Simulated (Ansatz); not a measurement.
# C: the cost of one run

Program: Ansatz 0.2.0. Level of theory: DFT r2SCAN, scalar-relativistic, plane waves, PAW. These are calculated values, not measurements.

A COD entry behind a cell of this session may itself be a prediction, so a difference from it is no test against experiment.

1 further run of the same task is left out (set aside as unsound or not needed). Runs told in other sessions of the task aren't counted.

## Step 1: Starting point

The structure is hexagonal, space group P6_3/mmc (No. 194). The conventional cell has a = 2.510 Å, b = 2.510 Å, c = 8.280 Å, α = 90.00°, β = 90.00°, γ = 120.00°. C (site symmetry 3m) is surrounded by 4 C at 1.54 Å. C (site symmetry 3m) has 4 C at 1.54 to 1.57 Å in its first shell of neighbours.

Coordinates:

```
CELL_PARAMETERS angstrom
2.50984 0.00000 0.00000
-1.25492 2.17358 0.00000
0.00000 0.00000 8.28032
ATOMIC_POSITIONS crystal
C 0.00000 0.00000 0.09293
C 0.00000 0.00000 0.59293
C 0.00000 0.00000 0.40707
C 0.00000 0.00000 0.90707
C 0.33333 0.66667 0.15550
C 0.66667 0.33333 0.65550
C 0.33333 0.66667 0.34450
C 0.66667 0.33333 0.84450
```

This cell was relaxed beforehand with the same method: volume 5.65 Å³/atom, gap on the mesh 4.80 eV.

## Step 2: Zero of energy

The reference gives a free energy of -2012.3620 eV, pressure 0.00 GPa, largest force 0.002 eV/Å and gap on the mesh 4.80 eV. It was computed beforehand with the settings of the runs below.

## Step 3: Zone-centre phonons by finite displacements

The input, input.yaml:

```yaml
crystal:
  lattice:
    - [2.5098396852, 0.0, 0.0]
    - [-1.2549198426, 2.1735849268, 0.0]
    - [0.0, 0.0, 8.2803246248]
  atoms:
    - { symbol: C, position: [0.0, 0.0, 0.0929334757] }
    - { symbol: C, position: [0.0, 0.0, 0.5929334757] }
    - { symbol: C, position: [0.0, 0.0, 0.4070665243] }
    - { symbol: C, position: [0.0, 0.0, 0.9070665243] }
    - { symbol: C, position: [0.3333333333, 0.6666666667, 0.1554962089] }
    - { symbol: C, position: [0.6666666667, 0.3333333333, 0.6554962089] }
    - { symbol: C, position: [0.3333333333, 0.6666666667, 0.3445037911] }
    - { symbol: C, position: [0.6666666667, 0.3333333333, 0.8445037911] }
basis:
  ecutwfc: 500
kpoints:
  mp_grid: { grid: [12, 12, 4] }
hamiltonian:
  xc: r2scan
scf:
  occupations: { method: gaussian, width: 0.05 }
output:
  eigenvalues: true
phonons:
  method: fd
  supercell: [1, 1, 1]
  amplitude: 0.02
  eigenvectors: true
  dielectric: false
```

The run is started by

```sh
> ansatz run input.yaml --threads 2 --pin off --max-ram 5120MiB --backend cpu --events-out ev --progress --plain --runs-dir out
```

**Question.** How long does this run take on 2 threads of AMD EPYC 9R45 (Zen 5), shared host, and how much memory does it need?

About 20 s, with a peak of 0.75 GiB.
